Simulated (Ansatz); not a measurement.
**C₆H₁₂O₂: a ladder of functionals**

An exercise on one series of results from a longer session: the logs are not shown, and one member is left open.

Program: Ansatz 0.2.0, Gaussian basis. Level of theory: functionals in def2-TZVPP. These are calculated values, not measurements.

Levels to be run: LDA (SPW92), PBE-D4, revPBE-D4, BLYP-D4, r2SCAN-D4, B97M-V, PBE0-D4, B3LYP-D4, r2SCANh-D4, r2SCAN0-D4, HSE06-D4.

**The geometry**

All runs share one geometry, relaxed beforehand with PBE0-D4 in a triple-zeta def2 set.

SMILES `CCCCC(=O)OC`, 20 atoms, charge 0, spin multiplicity 1.

Atoms are counted from 1 here; the program's logs count them from 0.

Bond lengths: C1–C2 1.518 Å, C1–H9 1.094 Å, C1–H10 1.092 Å, C1–H11 1.094 Å, C2–C3 1.520 Å, C2–H12 1.096 Å, C2–H13 1.096 Å, C3–C4 1.525 Å, C3–H14 1.095 Å, C3–H15 1.094 Å, C4–C5 1.504 Å, C4–H16 1.095 Å, C4–H17 1.091 Å, C5–O6 1.202 Å, C5–O7 1.342 Å, O7–C8 1.423 Å, C8–H18 1.088 Å, C8–H19 1.091 Å and more. Angles: C2–C1–H9 111.1°, C2–C1–H10 111.5°, C2–C1–H11 111.1°, H9–C1–H10 107.7°, H9–C1–H11 107.5°, H10–C1–H11 107.7°, C1–C2–C3 112.6°, C1–C2–H12 109.9°, C1–C2–H13 109.5°, C3–C2–H12 109.3°, C3–C2–H13 109.4°, H12–C2–H13 105.9°, C2–C3–C4 113.2°, C2–C3–H14 109.4°, C2–C3–H15 109.6°, C4–C3–H14 108.4°, C4–C3–H15 109.3°, H14–C3–H15 106.6° and more.

The first run:

Contents of in.yaml:

```yaml
crystal:
  periodic: [false, false, false]
  atoms:
    - {symbol: C, position_ang: [2.414882, -1.464157, 0.293601]}
    - {symbol: C, position_ang: [1.160569, -0.743680, 0.754717]}
    - {symbol: C, position_ang: [-0.099590, -1.287013, 0.101047]}
    - {symbol: C, position_ang: [-1.370259, -0.584514, 0.567520]}
    - {symbol: C, position_ang: [-1.382763, 0.889807, 0.272365]}
    - {symbol: O, position_ang: [-1.559701, 1.762370, 1.079480]}
    - {symbol: O, position_ang: [-1.174659, 1.130244, -1.031340]}
    - {symbol: C, position_ang: [-1.168075, 2.503640, -1.402300]}
    - {symbol: H, position_ang: [2.547269, -1.370364, -0.787899]}
    - {symbol: H, position_ang: [3.308697, -1.060472, 0.774110]}
    - {symbol: H, position_ang: [2.365195, -2.531438, 0.527475]}
    - {symbol: H, position_ang: [1.065695, -0.821110, 1.843737]}
    - {symbol: H, position_ang: [1.252209, 0.326614, 0.536784]}
    - {symbol: H, position_ang: [-0.193487, -2.355462, 0.322552]}
    - {symbol: H, position_ang: [-0.016664, -1.200279, -0.986362]}
    - {symbol: H, position_ang: [-2.240749, -1.027360, 0.072957]}
    - {symbol: H, position_ang: [-1.507066, -0.691572, 1.644539]}
    - {symbol: H, position_ang: [-0.981131, 2.522441, -2.473909]}
    - {symbol: H, position_ang: [-2.128293, 2.968884, -1.174277]}
    - {symbol: H, position_ang: [-0.383779, 3.042622, -0.868499]}
basis:
  gaussian: {orbitals: def2-TZVPP}
hamiltonian: {xc: lda}
output: {orbitals: {seedname: orbitals}}
```

Run with:

```console
> ansatz run in.yaml --threads 2 --pin off --events-out ev --progress --plain --max-ram 32768MiB --backend cuda --devices 0, --max-vram 18GiB
```

Steps of the session up to this table: LDA; PBE-D4 (GGA); revPBE-D4 (GGA); BLYP-D4 (GGA); r2SCAN-D4 (meta-GGA); B97M-V (meta-GGA); B3LYP-D4 (hybrid); r2SCANh-D4 (hybrid); r2SCAN0-D4 (hybrid); HSE06-D4 (hybrid).

One of the session's tables, all rows but one given; the rest of the session is left out.

It belongs to the step «Orbital energies across the functionals». 

| functional | HOMO (eV) | gap (eV) |
| --- | --- | --- |
| LDA (SPW92) | -6.36 | 5.34 |
| PBE-D4 | -6.15 | 5.40 |
| revPBE-D4 | ? | ? |
| BLYP-D4 | -6.06 | 5.42 |
| r2SCAN-D4 | -6.48 | 6.00 |
| B97M-V | -6.64 | 6.24 |
| PBE0-D4 | -7.81 | 8.19 |
| B3LYP-D4 | -7.56 | 7.66 |
| r2SCANh-D4 | -7.10 | 7.04 |
| r2SCAN0-D4 | -8.05 | 8.60 |
| HSE06-D4 | -7.40 | 7.40 |

**Question.** Estimate the row for revPBE-D4.

The run gave: HOMO (eV): -6.07; gap (eV): 5.42. In the column «HOMO (eV)» it lies between PBE-D4 (-6.15) and BLYP-D4 (-6.06).
